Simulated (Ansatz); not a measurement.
**CH5AlFN: one species, many methods**

How much do the methods differ for CH5AlFN? The plan is to run it at one geometry with functionals of several rungs and with coupled cluster. The yardstick is the atomisation energy at the CCSD(T) limit.

Program: Ansatz 0.2.0, Gaussian basis. Level of theory: functionals in def2-TZVPP, the program's frozen cores in correlated methods. These are calculated values, not measurements.

Levels to be run: LDA (SPW92), PBE-D4, revPBE-D4, BLYP-D4, r2SCAN-D4, B97M-V, PBE0-D4, B3LYP-D4, r2SCANh-D4, r2SCAN0-D4, HSE06-D4, BHLYP-D4, CAM-B3LYP-D4, LC-ωPBE, ωB97X-V, ωB97M-V, B2PLYP, PBE-QIDH; CCSD(T)/def2-SVP; CCSD(T)/def2-TZVPP; MP2/def2-QZVPP; extrapolation to the limit; RPA on PBE.

## Step 1: The geometry

The geometry comes from an earlier relaxation with PBE0-D4 in a triple-zeta def2 set; it is a stationary point, not always the lowest conformer.

SMILES `C[NH][AlH][F]`, 9 atoms, charge 0, spin multiplicity 1.

Atoms are counted from 1 here; the program's logs count them from 0.

Bond lengths: C1–N2 1.448 Å, C1–H5 1.096 Å, C1–H6 1.093 Å, C1–H7 1.096 Å, N2–Al3 1.758 Å, N2–H8 1.009 Å, Al3–F4 1.652 Å, Al3–H9 1.571 Å. Angles: N2–C1–H5 112.3°, N2–C1–H6 110.0°, N2–C1–H7 112.3°, H5–C1–H6 107.1°, H5–C1–H7 107.8°, H6–C1–H7 107.1°, C1–N2–Al3 127.2°, C1–N2–H8 112.3°, Al3–N2–H8 120.5°, N2–Al3–F4 117.9°, N2–Al3–H9 122.1°, F4–Al3–H9 120.1°.

As a file:

```xyz
9
charge 0, multiplicity 1
C    -0.4985    0.8345   -0.8361
N    -0.0095   -0.4424   -0.3593
Al    0.6503   -0.8017    1.2302
F     1.1431   -2.3495    1.5293
H    -1.5575    0.7965   -1.1164
H    -0.4014    1.5890   -0.0508
H     0.0647    1.1984   -1.7031
H    -0.0810   -1.1659   -1.0588
H     0.7783    0.2948    2.3478
```

## Step 2: LDA

This LDA is Slater exchange with PW92 correlation.

The input, in.yaml:

```yaml
crystal:
  periodic: [false, false, false]
  atoms:
    - {symbol: C, position_ang: [-0.498543, 0.834509, -0.836096]}
    - {symbol: N, position_ang: [-0.009535, -0.442439, -0.359317]}
    - {symbol: Al, position_ang: [0.650334, -0.801679, 1.230183]}
    - {symbol: F, position_ang: [1.143074, -2.349533, 1.529317]}
    - {symbol: H, position_ang: [-1.557519, 0.796532, -1.116358]}
    - {symbol: H, position_ang: [-0.401393, 1.588960, -0.050828]}
    - {symbol: H, position_ang: [0.064670, 1.198443, -1.703113]}
    - {symbol: H, position_ang: [-0.081021, -1.165891, -1.058825]}
    - {symbol: H, position_ang: [0.778333, 0.294798, 2.347838]}
basis:
  gaussian: {orbitals: def2-TZVPP}
hamiltonian: {xc: lda}
output: {orbitals: {seedname: orbitals}}
```

The runs that follow: PBE-D4 (GGA); revPBE-D4 (GGA); BLYP-D4 (GGA); r2SCAN-D4 (meta-GGA); B97M-V (meta-GGA); PBE0-D4 (hybrid); B3LYP-D4 (hybrid); r2SCANh-D4 (hybrid); r2SCAN0-D4 (hybrid); HSE06-D4 (hybrid); BHLYP-D4 (hybrid); CAM-B3LYP-D4 (range-separated); LC-ωPBE-D4 (range-separated); ωB97X-V (range-separated); ωB97M-V (range-separated); B2PLYP (double hybrid); PBE-QIDH (double hybrid); CCSD(T) in def2-SVP; CCSD(T) in def2-TZVPP; MP2 in def2-QZVPP; RPA on PBE orbitals.

Q: Predict the results of all the runs planned. Wanted: atomisation energy, CCSD(T)/CBS; farthest beyond LDA; mean size of error, GGA; mean size of error, meta-GGA; mean size of error, hybrid; mean size of error, range-separated; mean size of error, double hybrid; gap, smallest and largest; T1 diagnostic.

**Answer**, as computed:

```
                               quantity                                                                 value
        atomisation energy, CCSD(T)/CBS                                                         3262.8 kJ/mol
 functionals within 16.3 kJ/mol (0.5 %)  BLYP-D4, r2SCAN-D4, B97M-V, B3LYP-D4, CAM-B3LYP-D4, ωB97X-V, ωB97M-V
                    farthest beyond LDA                                              BHLYP-D4 (-101.5 kJ/mol)
                mean size of error, GGA                                                           29.0 kJ/mol
           mean size of error, meta-GGA                                                            8.1 kJ/mol
             mean size of error, hybrid                                                           46.7 kJ/mol
    mean size of error, range-separated                                                            8.2 kJ/mol
      mean size of error, double hybrid                                                           42.3 kJ/mol
              gap, smallest and largest                             4.69 eV (LDA (SPW92)), 11.63 eV (LC-ωPBE)
                          T1 diagnostic                                                                0.0116
triples share of the correlation energy                                                                 3.2 %
```

What this shows: LDA overbinds by 416.1 kJ/mol (13 %). PBE-D4 is off by +26.9 kJ/mol. Double hybrids carry the basis error of their MP2 part in triple zeta, and no dispersion term here, so their miss is partly the set-up's. The rungs meta-GGA, range-separated miss on average by less than the doubt on the reference (16.3 kJ/mol), so they tie. The reference freezes the cores and leaves out relativity and excitations past (T), so misses under about 16.3 kJ/mol can't be ranked. Hartree-Fock recovers 73 % of the binding; the rest is correlation. CCSD(T) in def2-SVP is off by -196.7 kJ/mol, worse than the median functional, from the basis alone. Orbital gaps span 4.7 to 11.6 eV; exact exchange widens them.
